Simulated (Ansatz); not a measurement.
**C₃H₈AlF: up Jacob's ladder to CCSD(T)**

An exercise on one series of results from a longer session: the logs are not shown, and one member is left open.

Method: functionals in def2-TZVPP, the program's frozen cores in correlated methods; program: Ansatz 0.2.0, Gaussian basis.

Levels to be run: LDA (SPW92), PBE-D4, revPBE-D4, BLYP-D4, r2SCAN-D4, B97M-V, PBE0-D4, B3LYP-D4, r2SCANh-D4, r2SCAN0-D4, HSE06-D4, BHLYP-D4, CAM-B3LYP-D4, LC-ωPBE, ωB97X-V, ωB97M-V, B2PLYP, PBE-QIDH; CCSD(T)/def2-SVP; CCSD(T)/def2-TZVPP; MP2/def2-QZVPP; extrapolation to the limit; RPA on PBE.

**The relaxed structure**

All runs share one geometry, relaxed beforehand with PBE0-D4 in a triple-zeta def2 set.

SMILES `C[C](C)(F)[AlH2]`, 13 atoms, charge 0, spin multiplicity 1.

Atoms are counted from 1 here; the program's logs count them from 0.

Bond lengths: C1–C2 1.516 Å, C1–H6 1.094 Å, C1–H7 1.096 Å, C1–H8 1.093 Å, C2–C3 1.516 Å, C2–F4 1.420 Å, C2–Al5 1.999 Å, C3–H9 1.093 Å, C3–H10 1.093 Å, C3–H11 1.096 Å, Al5–H12 1.591 Å, Al5–H13 1.584 Å. Angles: C2–C1–H6 110.6°, C2–C1–H7 110.3°, C2–C1–H8 111.8°, H6–C1–H7 108.0°, H6–C1–H8 108.2°, H7–C1–H8 107.7°, C1–C2–C3 111.0°, C1–C2–F4 106.7°, C1–C2–Al5 112.2°, C3–C2–F4 106.7°, C3–C2–Al5 112.4°, F4–C2–Al5 107.5°, C2–C3–H9 110.6°, C2–C3–H10 111.8°, C2–C3–H11 110.3°, H9–C3–H10 108.2°, H9–C3–H11 108.1°, H10–C3–H11 107.7° and more.

Coordinates:

```mol
C3H8AlF
  3D, bonds by distance, orders not assigned

 13 12  0  0  0  0  0  0  0  0999 V2000
   -1.4090   -0.3239   -0.1522 C   0  0
    0.0438    0.0422   -0.3828 C   0  0
    0.9594   -1.1008    0.0071 C   0  0
    0.1994    0.2307   -1.7817 F   0  0
    0.5421    1.7584    0.5132 Al  0  0
   -1.6049   -0.4720    0.9134 H   0  0
   -1.6541   -1.2560   -0.6751 H   0  0
   -2.0863    0.4518   -0.5193 H   0  0
    0.9006   -1.2919    1.0821 H   0  0
    2.0020   -0.8896   -0.2449 H   0  0
    0.6679   -2.0182   -0.5180 H   0  0
    0.4993    1.8017    2.1032 H   0  0
    0.9601    3.0327   -0.3306 H   0  0
  1  2  8  0
  2  3  8  0
  2  4  8  0
  2  5  8  0
  1  6  8  0
  1  7  8  0
  1  8  8  0
  3  9  8  0
  3 10  8  0
  3 11  8  0
  5 12  8  0
  5 13  8  0
M  END
```

Set-up of the first run:

Contents of in.yaml:

```yaml
crystal:
  periodic: [false, false, false]
  atoms:
    - {symbol: C, position_ang: [-1.409009, -0.323892, -0.152224]}
    - {symbol: C, position_ang: [0.043754, 0.042246, -0.382767]}
    - {symbol: C, position_ang: [0.959409, -1.100814, 0.007100]}
    - {symbol: F, position_ang: [0.199431, 0.230732, -1.781674]}
    - {symbol: Al, position_ang: [0.542138, 1.758385, 0.513227]}
    - {symbol: H, position_ang: [-1.604855, -0.472006, 0.913441]}
    - {symbol: H, position_ang: [-1.654070, -1.255956, -0.675119]}
    - {symbol: H, position_ang: [-2.086258, 0.451813, -0.519297]}
    - {symbol: H, position_ang: [0.900596, -1.291923, 1.082146]}
    - {symbol: H, position_ang: [2.001996, -0.889605, -0.244866]}
    - {symbol: H, position_ang: [0.667929, -2.018153, -0.517957]}
    - {symbol: H, position_ang: [0.499287, 1.801711, 2.103211]}
    - {symbol: H, position_ang: [0.960051, 3.032661, -0.330620]}
basis:
  gaussian: {orbitals: def2-TZVPP}
hamiltonian: {xc: lda}
output: {orbitals: {seedname: orbitals}}
```

Run with:

```console
$ ansatz run in.yaml --threads 4 --pin off --events-out ev --progress --plain --max-ram 10444MiB
```

Steps of the session up to this table: LDA; PBE-D4 (GGA); revPBE-D4 (GGA); BLYP-D4 (GGA); r2SCAN-D4 (meta-GGA); B97M-V (meta-GGA); B3LYP-D4 (hybrid); r2SCANh-D4 (hybrid); r2SCAN0-D4 (hybrid); HSE06-D4 (hybrid); BHLYP-D4 (hybrid); CAM-B3LYP-D4 (range-separated); LC-ωPBE (range-separated); ωB97X-V (range-separated); ωB97M-V (range-separated); B2PLYP (double hybrid); PBE-QIDH (double hybrid).

One table of the session follows, with a row left open; its other results are not shown here.

It belongs to the step «Frontier levels by functional». 

```
  functional  HOMO (eV)  LUMO (eV)  gap (eV)
 LDA (SPW92)      -6.05      -2.61      3.44
      PBE-D4          ?          ?         ?
   revPBE-D4      -5.88      -2.21      3.67
     BLYP-D4      -5.86      -2.25      3.61
   r2SCAN-D4      -6.17      -2.02      4.15
      B97M-V      -6.33      -2.30      4.03
     PBE0-D4      -7.25      -1.57      5.68
    B3LYP-D4      -7.07      -1.80      5.27
  r2SCANh-D4      -6.67      -1.76      4.91
  r2SCAN0-D4      -7.41      -1.38      6.03
    HSE06-D4      -6.85      -1.94      4.91
    BHLYP-D4      -8.52      -0.83      7.69
CAM-B3LYP-D4      -8.65      -0.68      7.97
     LC-ωPBE      -9.93       0.47     10.40
     ωB97X-V      -9.61       0.31      9.92
     ωB97M-V      -9.48       0.00      9.48
```

**Question.** Estimate the row for PBE-D4.

**Answer.** HOMO (eV): -5.93; LUMO (eV): -2.34; gap (eV): 3.59. In the column «HOMO (eV)» it lies between LDA (SPW92) (-6.05) and revPBE-D4 (-5.88).
